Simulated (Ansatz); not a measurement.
# C2H6Cl2GaN: the cost of one run

The runs use Ansatz 0.2.0, Gaussian basis; the settings change from run to run.

**1. The relaxed structure**

The geometry comes from an earlier relaxation with PBE0-D4 in a triple-zeta def2 set; it is a stationary point, not always the lowest conformer.

SMILES `C[N](C)[Ga]([Cl])[Cl]`, 12 atoms, charge 0, spin multiplicity 1.

Atoms are counted from 1 here; the program's logs count them from 0.

Bond lengths: C1–N2 1.442 Å, C1–H7 1.098 Å, C1–H8 1.098 Å, C1–H9 1.091 Å, N2–C3 1.442 Å, N2–Ga4 1.797 Å, C3–H10 1.091 Å, C3–H11 1.098 Å, C3–H12 1.098 Å, Ga4–Cl5 2.127 Å, Ga4–Cl6 2.127 Å. Angles: N2–C1–H7 111.2°, N2–C1–H8 111.2°, N2–C1–H9 110.9°, H7–C1–H8 107.5°, H7–C1–H9 108.0°, H8–C1–H9 108.0°, C1–N2–C3 114.3°, C1–N2–Ga4 122.9°, C3–N2–Ga4 122.9°, N2–C3–H10 110.9°, N2–C3–H11 111.2°, N2–C3–H12 111.2°, H10–C3–H11 108.0°, H10–C3–H12 108.0°, H11–C3–H12 107.5°, N2–Ga4–Cl5 120.5°, N2–Ga4–Cl6 120.5°, Cl5–Ga4–Cl6 118.9°.

Coordinates:

```mol
C2H6Cl2GaN
  3D, bonds by distance, orders not assigned

 12 11  0  0  0  0  0  0  0  0999 V2000
   -0.5041   -0.5706    1.2243 C   0  0
   -0.0003    0.0003   -0.0003 N   0  0
    0.9826   -0.8128   -0.6725 C   0  0
   -0.5497    1.5894   -0.6340 Ga  0  0
    0.2441    2.3622   -2.4498 Cl  0  0
   -2.0049    2.7286    0.4192 Cl  0  0
    0.3051   -0.7326    1.9491 H   0  0
   -0.9841   -1.5415    1.0415 H   0  0
   -1.2420    0.0878    1.6855 H   0  0
    1.3249   -0.3304   -1.5894 H   0  0
    0.5694   -1.7947   -0.9403 H   0  0
    1.8590   -0.9858   -0.0333 H   0  0
  1  2  8  0
  2  3  8  0
  2  4  8  0
  4  5  8  0
  4  6  8  0
  1  7  8  0
  1  8  8  0
  1  9  8  0
  3 10  8  0
  3 11  8  0
  3 12  8  0
M  END
```

**2. r2SCAN/def2-SVPD**

Options: charge -1, multiplicity 2, rVV10 dispersion.

in.yaml

```yaml
crystal:
  periodic: [false, false, false]
  atoms:
    - {symbol: C, position_ang: [-0.504137, -0.570583, 1.224274]}
    - {symbol: N, position_ang: [-0.000337, 0.000302, -0.000274]}
    - {symbol: C, position_ang: [0.982628, -0.812844, -0.672470]}
    - {symbol: Ga, position_ang: [-0.549730, 1.589408, -0.633976]}
    - {symbol: Cl, position_ang: [0.244090, 2.362250, -2.449839]}
    - {symbol: Cl, position_ang: [-2.004933, 2.728647, 0.419212]}
    - {symbol: H, position_ang: [0.305117, -0.732589, 1.949104]}
    - {symbol: H, position_ang: [-0.984057, -1.541549, 1.041480]}
    - {symbol: H, position_ang: [-1.242007, 0.087825, 1.685483]}
    - {symbol: H, position_ang: [1.324931, -0.330413, -1.589392]}
    - {symbol: H, position_ang: [0.569414, -1.794689, -0.940328]}
    - {symbol: H, position_ang: [1.859012, -0.985754, -0.033273]}
basis:
  gaussian: {orbitals: def2-SVPD}
total_charge: -1
magnetization: {spin_polarized: true, initial_magnetization: 1}
hamiltonian: {xc: {name: r2SCAN}, dispersion: rvv10}
output: {forces: true}
```

Launch:

```
> ansatz run in.yaml --threads 4 --pin off --events-out ev --progress --plain --max-ram 11315MiB
```

What time and memory should one allow on 4 threads of AMD EPYC 9R45, shared host?

About 8 s, with a peak of 0.57 GiB.
